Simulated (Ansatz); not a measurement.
# YNi4B: the cost of one run

Program: Ansatz 0.2.0. Level of theory: DFT PBEsol, scalar-relativistic, plane waves, PAW. These are calculated values, not measurements.

4 further runs of the same task are left out: 1 that didn't finish, 3 set aside as unsound or not needed. Runs told in other sessions of the task aren't counted.

### Step 1. The starting structure

The structure is hexagonal, space group P6/mmm (No. 191). The conventional cell has a = 4.957 Å, b = 4.957 Å, c = 6.808 Å, α = 90.00°, β = 90.00°, γ = 120.00°. Y (site symmetry 6/mmm) is surrounded by 12 Ni at 2.85 Å and 6 B at 2.86 Å. Y (site symmetry 6/mmm) is surrounded by 18 Ni at 2.86 to 3.18 Å. Ni (site symmetry 2mm) is surrounded by 2 B at 2.01 Å. Ni (site symmetry -6m2) has 9 Ni at 2.46 to 2.86 Å and 3 Y at 2.86 Å in its first shell of neighbours. Around B (site symmetry -6m2) lie 6 Ni at 2.01 Å and 3 Y at 2.86 Å.

As a file:

```cif
data_structure
_symmetry_space_group_name_H-M 'P6/mmm'
_symmetry_Int_Tables_number 191
_cell_length_a 4.9567
_cell_length_b 4.9567
_cell_length_c 6.8080
_cell_angle_alpha 90.000
_cell_angle_beta 90.000
_cell_angle_gamma 120.000
_cell_volume 144.86
loop_
_atom_site_label
_atom_site_type_symbol
_atom_site_symmetry_multiplicity
_atom_site_Wyckoff_symbol
_atom_site_fract_x
_atom_site_fract_y
_atom_site_fract_z
_atom_site_occupancy
Y1 Y 1 b 0.00000 0.00000 0.50000 1
Y2 Y 1 a 0.00000 0.00000 0.00000 1
Ni1 Ni 6 i 0.50000 0.00000 0.29304 1
Ni2 Ni 2 c 0.33333 0.66667 0.00000 1
B1 B 2 d 0.33333 0.66667 0.50000 1
```

### Step 2. At the starting volume (PBEsol, 6×6×4 mesh)

File input.yaml:

```yaml
crystal:
  lattice:
    - [4.956727049, 0.0, 0.0]
    - [-2.4783635245, 4.292651544, 0.0]
    - [0.0, 0.0, 6.8080358866]
  atoms:
    - { symbol: "Y", position: [0.0, 0.0, 0.5] }
    - { symbol: "Y", position: [0.0, 0.0, 0.0] }
    - { symbol: Ni, position: [0.5, 0.0, 0.2930401141] }
    - { symbol: Ni, position: [0.5, 0.5, 0.2930401141] }
    - { symbol: Ni, position: [0.0, 0.5, 0.2930401141] }
    - { symbol: Ni, position: [0.0, 0.5, 0.7069598859] }
    - { symbol: Ni, position: [0.5, 0.5, 0.7069598859] }
    - { symbol: Ni, position: [0.5, 0.0, 0.7069598859] }
    - { symbol: Ni, position: [0.3333333333, 0.6666666667, 0.0] }
    - { symbol: Ni, position: [0.6666666667, 0.3333333333, 0.0] }
    - { symbol: B, position: [0.3333333333, 0.6666666667, 0.5] }
    - { symbol: B, position: [0.6666666667, 0.3333333333, 0.5] }
basis:
  ecutwfc: 420
kpoints:
  mp_grid: { grid: [6, 6, 4] }
hamiltonian:
  xc: pbesol
scf:
  occupations: { method: gaussian, width: 0.1 }
output:
  forces: true
  stress: true
  eigenvalues: true
```

The run is started by

```sh
ansatz run input.yaml --threads 8 --pin off --max-ram 14336MiB --backend cpu --events-out ev --progress --plain --runs-dir out
```

**Question.** How long does this run take on 8 threads of Arm Neoverse V1, shared host, and how much memory does it need?

About 2.9 s, with a peak of 1 GiB.
